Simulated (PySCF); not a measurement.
# The bond of VS, level by level

What are the lowest state that PBE0 finds, the bond length, vibrational wavenumber and bond energy of VS, and how much do these hang on the method?

Program: PySCF 2.14.0. Level of theory: V x2c-TZVPPall, S x2c-TZVPPall, spin-free X2C with a Gaussian nucleus. These are calculated values, not measurements.

## (1) Set-up

A driver script around PySCF takes these settings:

```
atoms                         : V, S
charge                        : 0
basis                         : V x2c-TZVPPall, S x2c-TZVPPall
Hamiltonian                   : spin-free X2C with a Gaussian nucleus
basis functions               : 106
electrons treated             : 39
masses in u                   : 50.9440, 31.9721
levels                        : PBE0, PBE, r²SCAN, BP86, LDA, revPBE, MN15, HSE06, HF, MP2, SCS-MP2, CCSD, CCSD(T)
grid                          : 80 radial by 434 angular points
occupations                   : held fixed by the projection of orbital angular momentum
dissociation limit            : V + S, each in its ground configuration
starting distance in angstrom : 2.215
values of 2S to try           : 1, 3, 5, 7
```

The run is started by

```sh
$ OMP_NUM_THREADS=2 python dia.py task.json out
```

The runs that follow: The PBE0 curve of the state that the search chose; Higher solutions at PBE0; PBE; r²SCAN (meta-GGA); BP86 (GGA); LDA (local density); revPBE; MN15 (hybrid meta-GGA); HSE06 (range-separated hybrid); ROHF (mean field); MP2 and coupled cluster.

What does the calculation give? Wanted: for each run, Re; ωe; De; μ.

The runs gave:

Lowest PBE0 solution found, without spin–orbit coupling: ⁴Σ⁻ (quartet), unpaired electrons σ ↑, δ ↑↑. State 2 has its PBE0 minimum 0.56 eV higher. State 3 has its PBE0 minimum 0.94 eV higher. State 4 has its PBE0 minimum 1.09 eV higher, as a spin-mixed determinant (⟨S²⟩ = 1.82), so this is no gap between pure states. The other levels ran on the lowest alone.

| level | Re (Å) | ωe (cm⁻¹) | De (eV) | μ (D) |
| --- | --- | --- | --- | --- |
| ROHF | 2.142 | 506 | 1.24 | -9.79 |
| ROHF-MP2 | 1.981 | 545 | 3.95 | n/a |
| ROHF-SCS-MP2 | 2.020 | 518 | 3.44 | n/a |
| ROHF-CCSD | 2.047 | 567 | 3.60 | n/a |
| ROHF-CCSD(T) | 2.048 | 557 | 4.16 | n/a |
| LDA | 2.011 | 578 | 6.72 | -4.07 |
| PBE | 2.043 | 550 | 5.78 | -4.40 |
| revPBE | 2.051 | 541 | 5.54 | -4.51 |
| BP86 | 2.042 | 551 | 5.72 | -4.37 |
| r²SCAN | 2.046 | 549 | 5.29 | -5.15 |
| PBE0 | 2.038 | 561 | 4.73 | -5.56 |
| HSE06 | 2.039 | 561 | 4.72 | -5.46 |
| MN15 | 2.015 | 592 | 5.01 | -5.65 |

De is counted to V + S in their ground configurations. A positive dipole means V(−)S(+).

The methods spread over 0.161 Å in bond length, from ROHF-MP2 to ROHF. Of the levels with a De here, ROHF gives the least (1.24 eV) and LDA the most (6.72 eV).

Correlated steps freeze 10 core orbitals. With d or f electrons several states lie close, and the lowest PBE0 determinant need not be the measured ground state. T1 is 0.081 near the minimum (highest on the curve 0.088), which may point to more than one leading configuration.
